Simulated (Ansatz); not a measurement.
# AlH7OSi2: the cost of one run

All numbers below are computed with Ansatz 0.2.0 (RKS B3LYP-D4/def2-SVP).

### Step 1. Starting point

Bond lengths: Al1–Si2 2.291 Å, Si2–O3 1.714 Å, O3–Si4 1.800 Å, Al1–H5 1.637 Å, Al1–H6 1.651 Å, Si2–H7 1.495 Å, Si2–H8 1.438 Å, Si4–H9 1.395 Å, Si4–H10 1.520 Å, Si4–H11 1.435 Å. Angles (14 of 16 angles, heavy atoms first): Al1–Si2–O3 107.8°, Si2–O3–Si4 105.6°, Al1–Si2–H7 109.2°, Al1–Si2–H8 109.8°, O3–Si2–H7 110.5°, O3–Si2–H8 110.0°, Si2–Al1–H5 119.1°, Si2–Al1–H6 118.9°, O3–Si4–H9 109.0°, O3–Si4–H10 105.8°, O3–Si4–H11 110.3°, H7–Si2–H8 109.5°, H5–Al1–H6 110.9°, H9–Si4–H10 109.4°.

Coordinates:

```xyz
11

Al   -2.2374    1.4815   -0.2075
Si   -0.4801    0.1835    0.4822
O     0.3845   -0.3116   -0.9130
Si    1.7834   -1.2667   -0.3036
H    -2.5918    1.5604   -1.8034
H    -2.4896    2.9392    0.5259
H     0.4004    0.9867    1.3854
H    -0.9728   -0.9671    1.1909
H     2.5274   -1.7275   -1.3894
H     1.1848   -2.4514    0.4362
H     2.5565   -0.4839    0.6171
```

### Step 2. End point A

Input file input.yaml:

```yaml
crystal:
  periodic: [false, false, false]
  atoms:
    - { symbol: Al, position_ang: [-2.2374, 1.4815, -0.2075] }
    - { symbol: Si, position_ang: [-0.4801, 0.1835, 0.4822] }
    - { symbol: O, position_ang: [0.3845, -0.3116, -0.913] }
    - { symbol: Si, position_ang: [1.7834, -1.2667, -0.3036] }
    - { symbol: H, position_ang: [-2.5918, 1.5604, -1.8034] }
    - { symbol: H, position_ang: [-2.4896, 2.9392, 0.5259] }
    - { symbol: H, position_ang: [0.4004, 0.9867, 1.3854] }
    - { symbol: H, position_ang: [-0.9728, -0.9671, 1.1909] }
    - { symbol: H, position_ang: [2.5274, -1.7275, -1.3894] }
    - { symbol: H, position_ang: [1.1848, -2.4514, 0.4362] }
    - { symbol: H, position_ang: [2.5565, -0.4839, 0.6171] }
basis:
  gaussian: { orbitals: def2-SVP }
hamiltonian:
  xc: b3lyp
  dispersion: d4
relax:
  f_tol: 0.02
  max_steps: 50
```

Run with:

```console
$ ansatz run input.yaml --threads 2 --pin off --max-ram 3072MiB --backend cpu --events-out ev --progress --plain --runs-dir out
```

**Question.** How long does this run take on 2 threads of Arm Neoverse V1, shared host, and how much memory does it need?

About 41 s, with a peak of 0.22 GiB.
